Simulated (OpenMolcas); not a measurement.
**B97-1/3-21G run of BNH3F3 (SMILES [NH3+][B-](F)(F)F), part 1 of 2**

What is the energy change on altering one bond length of BNH3F3 at B97-1/3-21G? 

Program for the calculation: OpenMolcas 26.06.

**1. The system as given**

BNH3F3 has 8 atoms, charge 0, and is taken as a singlet. As SMILES, `[NH3+][B-](F)(F)F`. Geometry: relaxed at PBE0-D4/def2-TZVP.

Bond lengths: N1–B2 1.674 Å, B2–F3 1.368 Å, B2–F4 1.368 Å, B2–F5 1.368 Å, N1–H6 1.015 Å, N1–H7 1.015 Å, N1–H8 1.015 Å. Some angles: N1–B2–F3 104.1°, N1–B2–F4 104.1°, N1–B2–F5 104.1°, F3–B2–F4 114.2°, F3–B2–F5 114.2°, F4–B2–F5 114.2°, B2–N1–H6 110.1°, B2–N1–H7 110.1°, B2–N1–H8 110.1°, H6–N1–H7 108.9°.

**2. A single-point energy at B97-1/3-21G**

coord.xyz

```xyz
8

N     -0.501800    -0.052400     0.645700
B      0.531500     0.038700    -0.668100
F      1.521100    -0.860400    -0.378100
F     -0.251400    -0.312100    -1.733900
F      0.943600     1.343300    -0.679400
H     -1.280300     0.587300     0.522000
H     -0.006300     0.194600     1.496700
H     -0.864300    -0.996100     0.739300
```

job.inp

```
&GATEWAY
BasLib=$CurrDir
Coord=coord.xyz
Basis=3-21G
Group=NoSym
&SEWARD
&SCF
KSDFT=HYB_GGA_XC_B97_1
PrOrbitals=1 1
```

The basis set 3-21G is read from a file made from the Basis Set Exchange's data (not shown).

Started as:

```bash
$ export MOLCAS_MEM=1860
$ pymolcas job.inp > job.log
```

The program printed:

```text
--- Start Module: gateway ---

                                              &GATEWAY

                       available to each process: 1.9 GB of memory, 1 thread

 Basis Set     1 Label: N.3-21G
 Basis set is read from library:.
 basistype.tbl is not found

 Basis Set     2 Label: B.3-21G
 Basis set is read from library:.
 basistype.tbl is not found

 Basis Set     3 Label: F.3-21G
 Basis set is read from library:.
 basistype.tbl is not found

 Basis Set     4 Label: H.3-21G
 Basis set is read from library:.
 basistype.tbl is not found

++    Symmetry information:
      ---------------------

                    Character Table for C1

                             E
                    a        1  x, y, xy, Rz, z, xz, Ry, yz, Rx, I
--

++    Basis set information:
      ----------------------

      Basis set label: N.3-21G.........

      Electronic valence basis set:
      ------------------
      Associated Effective Charge   7.000000 au
      Associated Actual Charge      7.000000 au
      Nuclear Model: Point charge

      Shell  nPrim  nBasis  Cartesian Spherical Contaminant
         s       6       3        X
         p       3       2        X

      Basis set label: B.3-21G.........

      Electronic valence basis set:
      ------------------
      Associated Effective Charge   5.000000 au
      Associated Actual Charge      5.000000 au
      Nuclear Model: Point charge

      Shell  nPrim  nBasis  Cartesian Spherical Contaminant
         s       6       3        X
         p       3       2        X

      Basis set label: F.3-21G.........

      Electronic valence basis set:
      ------------------
      Associated Effective Charge   9.000000 au
      Associated Actual Charge      9.000000 au
      Nuclear Model: Point charge

      Shell  nPrim  nBasis  Cartesian Spherical Contaminant
         s       6       3        X
         p       3       2        X

      Basis set label: H.3-21G.........

      Electronic valence basis set:
      ------------------
      Associated Effective Charge   1.000000 au
      Associated Actual Charge      1.000000 au
      Nuclear Model: Point charge

      Shell  nPrim  nBasis  Cartesian Spherical Contaminant
         s       3       2        X
--

++    Molecular structure info:
      -------------------------

                    ************************************************
                    **** Cartesian Coordinates / bohr, angstrom ****
                    ************************************************

     Center  Label                x              y              z                     x              y              z
        1      N1              -0.948265      -0.099022       1.220196             -0.501800      -0.052400       0.645700
        2      B2               1.004389       0.073132      -1.262526              0.531500       0.038700      -0.668100
        3      F3               2.874462      -1.625920      -0.714505              1.521100      -0.860400      -0.378100
        4      F4              -0.475077      -0.589784      -3.276596             -0.251400      -0.312100      -1.733900
        5      F5               1.783146       2.538469      -1.283880              0.943600       1.343300      -0.679400
        6      H6              -2.419416       1.109836       0.986437             -1.280300       0.587300       0.522000
        7      H7              -0.011905       0.367741       2.828353             -0.006300       0.194600       1.496700
        8      H8              -1.633290      -1.882356       1.397075             -0.864300      -0.996100       0.739300

                    ***************************************
                    *    InterNuclear Distances / bohr    *
                    ***************************************

               1 N1            2 B2            3 F3            4 F4            5 F5            6 H6
    1 N1       0.000000
    2 B2       3.163290        0.000000
    3 F3       4.548377        2.585397        0.000000
    4 F4       4.548175        2.585490        4.342500        0.000000
    5 F5       4.548336        2.585498        4.342499        4.342402        0.000000
    6 H6       1.918402        4.225522        6.196993        4.984237        4.985665        0.000000
    7 H7       1.918542        4.225511        4.985745        6.196917        4.984449        3.120812
    8 H8       1.918548        4.225490        4.984412        4.985519        6.197035        3.120870

               7 H7            8 H8
    7 H7       0.000000
    8 H8       3.120959        0.000000

                    *******************************************
                    *    InterNuclear Distances / angstrom    *
                    *******************************************

               1 N1            2 B2            3 F3            4 F4            5 F5            6 H6
    1 N1       0.000000
    2 B2       1.673941        0.000000
    3 F3       2.406897        1.368133        0.000000
    4 F4       2.406790        1.368182        2.297952        0.000000
    5 F5       2.406875        1.368187        2.297952        2.297900        0.000000
    6 H6       1.015175        2.236050        3.279307        2.637544        2.638300        0.000000
    7 H7       1.015249        2.236044        2.638342        3.279267        2.637657        1.651463
    8 H8       1.015252        2.236033        2.637637        2.638223        3.279330        1.651494

               7 H7            8 H8
    7 H7       0.000000
    8 H8       1.651540        0.000000

                    **************************************
                    *    Valence Bond Angles / degree    *
                    **************************************
                          Atom centers                 Phi
                      6 H6       1 N1       7 H7       108.85
                      6 H6       1 N1       8 H8       108.85
                      7 H7       1 N1       8 H8       108.85
                      3 F3       2 B2       4 F4       114.24
                      3 F3       2 B2       5 F5       114.24
                      4 F4       2 B2       5 F5       114.23
--

            Nuclear Potential Energy            191.43912304 au

--- Stop Module: gateway /rc=_RC_ALL_IS_WELL_ ---

--- Start Module: seward ---

                                              &SEWARD

                       available to each process: 1.9 GB of memory, 1 thread

               SEWARD will generate:
                  Multipole Moment integrals up to order  2
                  Kinetic Energy integrals
                  Nuclear Attraction integrals (point charge)
                  One-Electron Hamiltonian integrals
                  Velocity integrals
                  Orbital angular momentum around (  0.8602   0.0605  -1.0793 )
                  Velocity quadrupole around (  0.8602   0.0605  -1.0793 )
                  Two-Electron Repulsion integrals

                   Integrals are discarded if absolute value <: 1.00E-14
                   Integral cutoff threshold is set to       <: 1.00E-16

            Nuclear Potential Energy            191.43912304 au

      Basis set specifications :
      Symmetry species         a
      Basis functions           51

--- Stop Module: seward /rc=_RC_ALL_IS_WELL_ ---

--- Start Module: scf ---

                                                &SCF

                       available to each process: 1.9 GB of memory, 1 thread

 ###############################################################################
 ###     Minimized-density-differences option turned off!                    ###
 ###############################################################################
++    Input section:
      --------------

      Header of the integral files:

      Cartesian coordinates in angstrom:
      -----------------------------------------------------
      No.  Label        X            Y            Z
      -----------------------------------------------------
       1   N1        -0.50180000  -0.05240000   0.64570000
       2   B2         0.53150000   0.03870000  -0.66810000
       3   F3         1.52110000  -0.86040000  -0.37810000
       4   F4        -0.25140000  -0.31210000  -1.73390000
       5   F5         0.94360000   1.34330000  -0.67940000
       6   H6        -1.28030000   0.58730000   0.52200000
       7   H7        -0.00630000   0.19460000   1.49670000
       8   H8        -0.86430000  -0.99610000   0.73930000
      -----------------------------------------------------
      Nuclear repulsion energy =  191.43912304
--

++    Orbital specifications:
      -----------------------

      Symmetry species               1
                                     a
      Frozen orbitals                0
      Occupied orbitals             21
      Secondary orbitals            30
      Deleted orbitals               0
      Total number of orbitals      51
      Number of basis functions     51
--

      Molecular charge                           0.000

      Numerical integration parameters
      --------------------------------
      Radial quadrature type:                         MHL
      Size of radial grid:                            75
      Lebedev angular grid:                           29
      Angular grid pruned with the crowding factor:  3.00E+00
                                 and fading factor:  6.00E+00
      Screening threshold for integral computation:   1.00E-11
      Radial quadrature accuracy:                     1.00E-25
      Maximum batch size:                             128
      AO values are stored on disk
      The same grid will be used for all iterations.

      DFT functional specifications
      -----------------------------
      Using Libxc version: 6.2.2
      Please cite the following reference:
      S. Lehtola, C. Steigemann, M. J.T. Oliveira, and M. A.L. Marques.,  SoftwareX 7, 1–5 (2018) doi:10.1016/j.softx.2017.11.002

      * Becke 97-1

++    Optimization specifications:
      ----------------------------

      SCF Algorithm: Conventional
      D(i)-D(i-1) density differences are used
      Number of density matrices in core                 5
      Maximum number of NDDO SCF iterations            400
      Maximum number of HF SCF iterations              400
      Threshold for SCF energy change             1.00E-09
      Threshold for density matrix                1.00E-04
      Threshold for Fock matrix                   1.50E-04
      Threshold for linear dependence             1.00E-09
      Threshold at which DIIS is turned on        1.50E-01
      Maximum depth in the DIIS procedure                5
      Maximum depth in the BFGS Hessian update          30
      Threshold at which QNR/C2DIIS is turned on  7.50E-02
      Threshold for Norm(delta) (QNR/C2DIIS)      1.00E-03
      All orbitals punched on: SCFORB
--

      Input vectors read from INPORB
      Orbital file label: *Guess orbitals

++ Convergence information
                                   [...]      iterations: Energy and convergence statistics

Iter     Tot. [...]      One-elec.       Two-elec.     Energy      Max Dij or  Max Fij      DNorm      TNorm      AccCon     Time
         Energy          Energy          Energy        Change      Delta Norm                                                in Sec.
   1  -378.467170269  -943.222388615   373.316095308   0.00E+00    4.32E-01*   3.22E-01*    7.66E+00   1.36E+02   None         0.
   2  -378.640036768  -938.840036625   368.760876818  -1.73E-01*   1.86E-01*   1.29E-01*    3.54E+00   1.35E+02   EDIIS        0.
   3  -378.913071997  -943.877986061   373.525791024  -2.73E-01*   8.93E-02*   6.25E-02*    9.49E-01   1.36E+02   EDIIS        0.
   4  -378.964025211  -941.277502571   370.874354321  -5.10E-02*   1.50E-02*   2.22E-02*    5.68E-01   1.35E+02   c2DIIS       0.
   5  -378.990131869  -942.039030953   371.609776045  -2.61E-02*   1.76E-02*   6.09E-03*    6.94E-02   1.36E+02   QNRc2DIIS    0.
   6  -378.990020392  -942.349204515   371.920061084   1.11E-04*   9.62E-03*   7.46E-03*    6.37E-02   1.36E+02   QNRc2DIIS    0.
   7  -378.990400735  -942.177325838   371.747802064  -3.80E-04*   4.84E-04    2.81E-04*    3.48E-02   1.36E+02   QNRc2DIIS    0.
   8  -378.990401372  -942.173213872   371.743689461  -6.37E-07*   1.11E-04    8.79E-05     2.01E-03   1.36E+02   QNRc2DIIS    0.
   9  -378.990401424  -942.176244160   371.746719697  -5.16E-08*   1.96E-05    1.08E-05     5.33E-04   1.36E+02   QNRc2DIIS    0.
  10  -378.990401425  -942.175759863   371.746235400  -1.20E-09*   1.11E-06    3.77E-07     9.92E-05   1.36E+02   QNRc2DIIS    0.
  11  -378.990401425  -942.175764230   371.746239766  -2.73E-12    1.17E-07    3.29E-08     7.67E-06   1.36E+02   QNRc2DIIS    0.

       Convergence after  11 Iterations
--

 *****************************************************************************************************************************
 *                                             SCF/KS-DFT Program, Final results                                             *
 *                                                       Final Results                                                       *
 *****************************************************************************************************************************

::    Total KS-DFT energy                            -378.9904014248
      One-electron energy                            -942.1757642299
      Two-electron energy                             371.7462397660
      Nuclear repulsion energy                        191.4391230391
      Kinetic energy (interpolated)                   375.8929820540
      Virial theorem                                    1.0082401628
      Total spin, S(S+1)                                0.0000000000
      Total spin, S                                     0.0000000000
      Max non-diagonal density matrix element           0.0000001045
      Max non-diagonal Fock matrix element              0.0000000087

      All orbitals with orbital energies smaller than  E(LUMO)+0.5 are printed

++    Molecular orbitals:
      -------------------

      Title: RKS-DFT orbitals

      Molecular orbitals for symmetry species 1: a

          Orbital            1         2         3         4         5         6         7         8         9        10
          Energy          -24.5142  -24.5133  -24.5132  -14.3639   -6.8067   -1.1738   -1.1263   -1.1263   -0.9806   -0.5795
          Occ. No.          2.0000    2.0000    2.0000    2.0000    2.0000    2.0000    2.0000    2.0000    2.0000    2.0000

          Orbital           11        12        13        14        15        16        17        18        19        20
          Energy           -0.5795   -0.5402   -0.4747   -0.4476   -0.4476   -0.3550   -0.3550   -0.3387   -0.3351   -0.3351
          Occ. No.          2.0000    2.0000    2.0000    2.0000    2.0000    2.0000    2.0000    2.0000    2.0000    2.0000

          Orbital           21        22        23        24        25        26        27        28        29
          Energy           -0.3140    0.0527    0.1223    0.1223    0.2715    0.3042    0.3042    0.3053    0.5155
          Occ. No.          2.0000    0.0000    0.0000    0.0000    0.0000    0.0000    0.0000    0.0000    0.0000

--

++    Molecular charges:
      ------------------

      Mulliken charges per centre and basis function type
      ---------------------------------------------------

                N1      B2      F3      F4      F5      H6      H7      H8
      1s       3.7152  2.4886  3.9500  3.9500  3.9500  0.6367  0.6367  0.6367
      2px      1.3892  0.5684  1.7568  1.8031  1.8556  0.0000  0.0000  0.0000
      2pz      1.4609  0.5699  1.8662  1.7368  1.8760  0.0000  0.0000  0.0000
      2py      1.2738  0.5660  1.7796  1.8627  1.6710  0.0000  0.0000  0.0000
      Total    7.8390  4.1929  9.3526  9.3526  9.3526  0.6367  0.6367  0.6367

      N-E     -0.8390  0.8071 -0.3526 -0.3526 -0.3526  0.3633  0.3633  0.3633

      Total electronic charge=   42.000000

      Total            charge=   -0.000000
--

++    Molecular properties:
      ---------------------

      Charge (e):
                      =   -0.0000
      Dipole Moment (debye):
      Origin of the operator (angstrom)=    0.4552    0.0320   -0.5712
                   X= -4.0936E+00               Y= -3.6141E-01               Z=  5.2059E+00           Total=  6.6324E+00
      Quadrupole Moment (debye*angstrom):
      Origin of the operator (angstrom)=    0.4552    0.0320   -0.5712
                  XX= -2.3911E+01              XY=  3.8581E-01              XZ= -5.5620E+00              YY= -2.8251E+01
                  YZ= -4.9044E-01              ZZ= -2.1212E+01
      In traceless form (debye*angstrom)
                  XX=  8.2068E-01              XY=  5.7872E-01              XZ= -8.3430E+00              YY= -5.6890E+00
                  YZ= -7.3565E-01              ZZ=  4.8683E+00
--

--- Stop Module: scf /rc=_RC_ALL_IS_WELL_ ---
--- Module scf spent 2 seconds ---

.##################.
.# Happy landing! #.
.##################.

    Timing: Wall=3.58 User=2.89 System=0.68
```

Wall time 3.9 s (1 thread of Intel Xeon Platinum 8375C at 2.90GHz (Ice Lake), shared host); peak memory 0.38 GiB.

(Continued in part 2 of 2.)
